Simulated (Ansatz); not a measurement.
Working through a comparison of enthalpies under pressure of two structures of Nb

With the Python package of Ansatz (0.2.0).

At the Python prompt:
```pycon
>>> import warnings
>>> import ansatz
>>> import numpy as np
>>> def diamond(a_site, a):
...     return (
...         ansatz.Lattice.fcc(a)
...         .space_group(227, origin_choice=1)
...         .atom(a_site, [0, 0, 0])
...         .primitive()
...     )
...
>>> def fcc(A, a):
...     return (
...         ansatz.Lattice.fcc(a)
...         .space_group(225)
...         .atom(A, [0, 0, 0])
...         .primitive()
...     )
...
>>> def compute(name, crystal, pressure=0.0):
...     calc = crystal.calculation()
...     calc = calc.functional("PBEsol").basis(500)
...     calc = calc.kpoints(spacing=0.3).occupations("gaussian", width=0.1)
...     calc = calc.relax(force_tolerance=0.03, cell=True, pressure=pressure)
...     return calc.run()
...
>>> def volume_per_atom(outcome):
...     return abs(np.linalg.det(outcome.lattice.cell_ang)) / len(outcome.lattice.sites)
...
>>> warnings.simplefilter("ignore")
>>> phases = {}
>>> phases["diamond"] = diamond("Nb", 5.77)
>>> phases["fcc"] = fcc("Nb", 4.19)
>>> # enthalpy per atom at each pressure
>>> pressures = [0, 15, 30, 45]
>>> enthalpy, volume = {name: [] for name in phases}, {name: [] for name in phases}
>>> for p in pressures:
...     for name, crystal in phases.items():
...         o = compute(name, crystal, pressure=p)
...         volume[name].append(volume_per_atom(o))
...         enthalpy[name].append(o.report["energy_sigma0_ev"] / len(o.lattice.sites) + p * volume[name][-1] / 160.21766)
...
>>> gap = np.array(enthalpy["fcc"]) - np.array(enthalpy["diamond"])
>>> rows = [(p, va, vb, 1000 * d) for p, va, vb, d in zip(pressures, volume["diamond"], volume["fcc"], gap)]
>>> print("   P (GPa)  V diamond (A^3/atom)  V fcc (A^3/atom)  H(fcc) - H(diamond) (meV/atom)")
   P (GPa)  V diamond (A^3/atom)  V fcc (A^3/atom)  H(fcc) - H(diamond) (meV/atom)
>>> for row in rows:
...     print(f"{row[0]:10d}  {row[1]:20.3f}  {row[2]:16.3f}  {row[3]:+30.1f}")
...
         0                24.383            18.272                         -2271.1
        15                21.119            16.896                         -2738.5
        30                19.325            15.825                         -3096.1
        45                17.986            14.981                         -3404.1
>>> crossings = [p0 - g0 * (p1 - p0) / (g1 - g0) for p0, p1, g0, g1 in zip(pressures, pressures[1:], gap, gap[1:]) if g0 * g1 < 0]
>>> print("crossing near", [round(float(p), 1) for p in crossings], "GPa") if crossings else print("no crossing in this range")
no crossing in this range
```

What to keep in mind:
- At a fixed pressure a relaxation lowers the enthalpy F + PV, while F alone can rise.
- Only these two structures are compared, at zero temperature and with their symmetry kept; either may be hypothetical, and another phase may be lower than both. Differences under about 40 meV an atom lie within the error of mesh and functional.
- The cells are prototypes set up for this calculation and needn't exist.
- It ran for 29 s on 1 thread of Arm Neoverse V2, on a shared host, peak memory 0.39 GiB.
